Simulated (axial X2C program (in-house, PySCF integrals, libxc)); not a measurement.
# A two-component session on BrS⁻: properties at the nuclei

Aim: properties at the nuclei of BrS⁻, with spin–orbit coupling in the Hamiltonian from the start.

Method: two-component X2C with atomic mean-field terms, Br dyall-acv3z, S dyall-av3z; program: an in-house X2C program for linear molecules on PySCF integrals.

All values are calculated.

### 1 Input

task.json

```json
{"zs": [35, 16], "q": -1, "bas": ["dyall-acv3z", "dyall-av3z"], "r0": 2.17, "levels": ["PBE0", "HF", "LDA", "B3LYP", "PBE50"], "nst": 3}
```

Keys: zs atomic numbers; q charge; bas basis sets; r0 starting distance in Å; levels methods (HF also brings MP2); nst determinants followed.

Started as:

```bash
$ python soeom.py task.json out
```

Further steps of the session: Expectation values, lowest determinant; Expectation values, a higher determinant; Expectation values, a higher determinant.

Q: Predict the outcome of this session. Wanted: lowest determinant; qzz Br; qzz S; higher determinant; Eeff magnitude; Ws magnitude Br; A∥/gI Br (for each run or level that gives them).

As calculated:

| quantity | value |
| --- | --- |
| lowest determinant | Ω = 0 (closed shell) |
| qzz Br (a.u.), PBE0 | 7.16 |
| qzz S (a.u.), PBE0 | 4.72 |
| higher determinant | Ω = 2 (excess of +ω over −ω: ω = 1/2, ω = 3/2) |
| Eeff magnitude (GV/cm), PBE0, higher determinant | 3.25 |
| Ws magnitude Br (kHz), PBE0, higher determinant | 0.797 |
| A∥/gI Br (MHz), PBE0, higher determinant | 420 |
| qzz Br (a.u.), PBE0, higher determinant | 3.33 |
| higher determinant | Ω = 1 (excess of +ω over −ω: ω = -1/2, ω = 3/2) |
| Eeff magnitude (GV/cm), PBE0, higher determinant | 3.25 |
| Ws magnitude Br (kHz), PBE0, higher determinant | 1.56 |
| A∥/gI Br (MHz), PBE0, higher determinant | -480 |
| qzz Br (a.u.), PBE0, higher determinant | 3.66 |

In words: The expectation values come from single determinants, which for open shells can mix terms of unlike spin or miss the lowest Ω, so a determinant need not be a state. Eeff is the effective electric field on the electron dipole moment in this Ω state and Ws the scalar–pseudoscalar constant (defined with the proton number Z and per Ω); A∥ is the parallel hyperfine constant, which follows by multiplying with the nuclear g factor gI = μI/(I μN); qzz is the electric field gradient, eQq0 = 234.96 MHz × Q/barn × qzz. The operators were transformed with the bare-nucleus X2C matrices.
